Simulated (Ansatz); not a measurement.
# CH₉AlSi₂: basis-set convergence

Aim: see how fast density functionals and correlated methods converge with the basis set for CH₉AlSi₂.

Program: Ansatz 0.2.0, Gaussian basis. Level of theory: one geometry, several basis sets. These are calculated values, not measurements.

Levels to be run: PBE0-D4/def2-SVP; ωB97M-V/def2-SVP; PBE0-D4/def2-QZVPP; ωB97M-V/def2-QZVPP; CCSD(T)/cc-pV(D+d)Z; CCSD(T)/cc-pV(T+d)Z; CCSD(T)/cc-pV(Q+d)Z; the functionals' def2-TZVPP values are taken from earlier runs.

## Step 1: The relaxed structure

The geometry comes from an earlier relaxation with PBE0-D4 in a triple-zeta def2 set; it is a stationary point, not always the lowest conformer.

SMILES `[CH3][Al]([SiH3])[SiH3]`, 13 atoms, charge 0, spin multiplicity 1.

Atoms are counted from 1 here; the program's logs count them from 0.

Bond lengths: C1–Al2 1.956 Å, C1–H5 1.092 Å, C1–H6 1.096 Å, C1–H7 1.095 Å, Al2–Si3 2.464 Å, Al2–Si4 2.462 Å, Si3–H8 1.491 Å, Si3–H9 1.494 Å, Si3–H10 1.494 Å, Si4–H11 1.492 Å, Si4–H12 1.493 Å, Si4–H13 1.493 Å. Angles: Al2–C1–H5 113.4°, Al2–C1–H6 110.2°, Al2–C1–H7 110.6°, H5–C1–H6 108.0°, H5–C1–H7 108.2°, H6–C1–H7 106.2°, C1–Al2–Si3 118.5°, C1–Al2–Si4 122.5°, Si3–Al2–Si4 119.0°, Al2–Si3–H8 113.6°, Al2–Si3–H9 111.0°, Al2–Si3–H10 111.1°, H8–Si3–H9 107.1°, H8–Si3–H10 107.2°, H9–Si3–H10 106.5°, Al2–Si4–H11 114.1°, Al2–Si4–H12 110.7°, Al2–Si4–H13 110.7° and more.

## Step 2: PBE0-D4 in def2-SVP

Contents of in.yaml:

```yaml
crystal:
  periodic: [false, false, false]
  atoms:
    - {symbol: C, position_ang: [-0.781212, 1.807703, -0.883549]}
    - {symbol: Al, position_ang: [-0.094595, 0.148480, -0.108264]}
    - {symbol: Si, position_ang: [1.646512, 0.295773, 1.629223]}
    - {symbol: Si, position_ang: [-0.909836, -2.069653, -0.798070]}
    - {symbol: H, position_ang: [-1.525818, 1.645220, -1.665536]}
    - {symbol: H, position_ang: [-1.237827, 2.428285, -0.104342]}
    - {symbol: H, position_ang: [0.035987, 2.401020, -1.307845]}
    - {symbol: H, position_ang: [2.093618, -1.031275, 2.140178]}
    - {symbol: H, position_ang: [1.164016, 1.080476, 2.805135]}
    - {symbol: H, position_ang: [2.858821, 1.001330, 1.115723]}
    - {symbol: H, position_ang: [-1.962327, -2.030131, -1.854313]}
    - {symbol: H, position_ang: [-1.479406, -2.807998, 0.368136]}
    - {symbol: H, position_ang: [0.212467, -2.903931, -1.321576]}
basis:
  gaussian: {orbitals: def2-SVP}
hamiltonian: {xc: pbe0, dispersion: d4}
output: {orbitals: {seedname: orbitals}}
```

On the command line:

```bash
$ ansatz run in.yaml --threads 2 --pin off --events-out ev --progress --plain --max-ram 22528MiB --backend cpu
```

After this run come: ωB97M-V in def2-SVP; PBE0-D4 in def2-QZVPP; ωB97M-V in def2-QZVPP; CCSD(T) in cc-pV(D+d)Z; CCSD(T) in cc-pV(T+d)Z; CCSD(T) in cc-pV(Q+d)Z.

Q: Predict the results of all the runs planned. Wanted: MP2 correlation recovered, cc-pV(D+d)Z; MP2 correlation recovered, cc-pV(T+d)Z; MP2 correlation recovered, cc-pV(Q+d)Z; CCSD(T) limit from def2 sets; PBE0-D4: double and triple zeta above quadruple; ωB97M-V: double and triple zeta above quadruple.

The runs gave:

```
                                                                 quantity          value
                                   MP2 correlation recovered, cc-pV(D+d)Z         72.8 %
                                   MP2 correlation recovered, cc-pV(T+d)Z         89.6 %
                                   MP2 correlation recovered, cc-pV(Q+d)Z         95.7 %
CCSD(T) limit from def2 sets (earlier runs) less the limit of this series        -84 meV
                          PBE0-D4: double and triple zeta above quadruple  9.85, 0.79 eV
                          ωB97M-V: double and triple zeta above quadruple  9.98, 0.76 eV
```

What this shows: PBE0-D4 gains 9.06 eV from double to triple zeta, then 0.79 eV more. Correlation climbs from 73 % (cc-pV(D+d)Z) to 96 % (cc-pV(Q+d)Z) of the limit; Hartree-Fock is 0.093 eV from its own by then. A limit from the def2 sets, made apart, differs by 84 meV, a least measure of the doubt on such a limit. These are total energies; as a rule much of such shifts cancels in differences, which this series doesn't test.
